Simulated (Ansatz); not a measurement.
# CoGe: the cost of one run

Method: def2-TZVPP, core rule «outside noble gas», up to 23 orbitals frozen; program: Ansatz 0.2.0, Gaussian basis.

To be run: UHF; CCSD(T) on ROHF; CCSD(T) on UHF; CCSDT(Q) on ROHF; CCSDT(Q) on UHF; CASSCF and NEVPT2, 13 electrons in 10 orbitals.

6 further runs of the same task are left out: 6 set aside as unsound or not needed.

## Step 1: The system

The geometry is a PBE0/def2-TZVP stationary point (not a proven minimum) of the parent state, kept for this charge and spin. No spin-orbit coupling is included. The filled d shell of Ge may be among the frozen orbitals whatever the setting's name suggests; the logs give the count.

2 atoms, charge 0, spin multiplicity 4.

Atoms are counted from 1 here; the program's logs count them from 0.

Bond lengths: Co1–Ge2 2.243 Å.

## Step 2: UHF

Input file in.yaml:

```yaml
crystal:
  periodic: [false, false, false]
  atoms:
    - {symbol: Co, position_ang: [0.000000, 0.000000, 0.000000]}
    - {symbol: Ge, position_ang: [0.000000, 0.000000, 2.243000]}
basis:
  gaussian: {orbitals: def2-TZVPP}
magnetization: {spin_polarized: true, initial_magnetization: 3}
hamiltonian: {xc: hf}
output: {orbitals: {seedname: orbitals}}
```

Started as:

```
> ansatz run in.yaml --threads 1 --pin off --events-out ev --progress --plain --max-ram 4096MiB --backend cpu
```

What time and memory should one allow on 1 thread of AMD EPYC 7R13, shared host?

About 1.8 min, with a peak of 0.39 GiB.
